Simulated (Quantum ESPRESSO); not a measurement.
HfMo, 2 atoms in the cell. The structure is orthorhombic, space group Cmmm (No. 65). The conventional cell has a = 3.342 Å, b = 4.945 Å, c = 4.447 Å, α = 90.00°, β = 90.00°, γ = 90.00°. Around Hf (site symmetry mmm) lie 4 Mo at 2.78 Å and 4 Hf at 2.98 Å. Mo (site symmetry mmm) has 4 Hf at 2.78 Å and 4 Mo at 2.98 Å as nearest neighbours. The cell comes from a database or a generator and needn't be the stable form of this composition.

- Program: Quantum ESPRESSO 7.5
- Task: single point
- Functional: PBE
- Potentials or basis: SSSP 1.3 efficiency PBE
- Cutoff: 816 eV
- Density cutoff: 3265 eV
- k mesh: 10 × 10 × 6
- Occupations: fermi-dirac, width 0.05 eV
- Spin: no spin polarisation
- Mixing beta: 0.5
- Most SCF iterations: 120
- SCF threshold: 4e-10 Ry

Potentials or basis: SSSP 1.3 efficiency PBE.

Launch:

```console
$ OMP_NUM_THREADS=1 pw.x -in pw.in > pw.out
$ OMP_NUM_THREADS=1 pp.x -in pp_density.in > pp_density.out
$ OMP_NUM_THREADS=1 pp.x -in pp_potential.in > pp_potential.out
$ OMP_NUM_THREADS=1 pp.x -in pp_elf.in > pp_elf.out
```

Hardware: 1 thread of Arm Neoverse V2 (shared host).

Question: How long does it take, and how much memory?

Answer: Run time: 72 s on 1 thread of Arm Neoverse V2, with other jobs on the host, peak memory 0.12 GiB. Counts: scf iterations 10, k pools 1, bands 20, k points 124, g dense 15537.
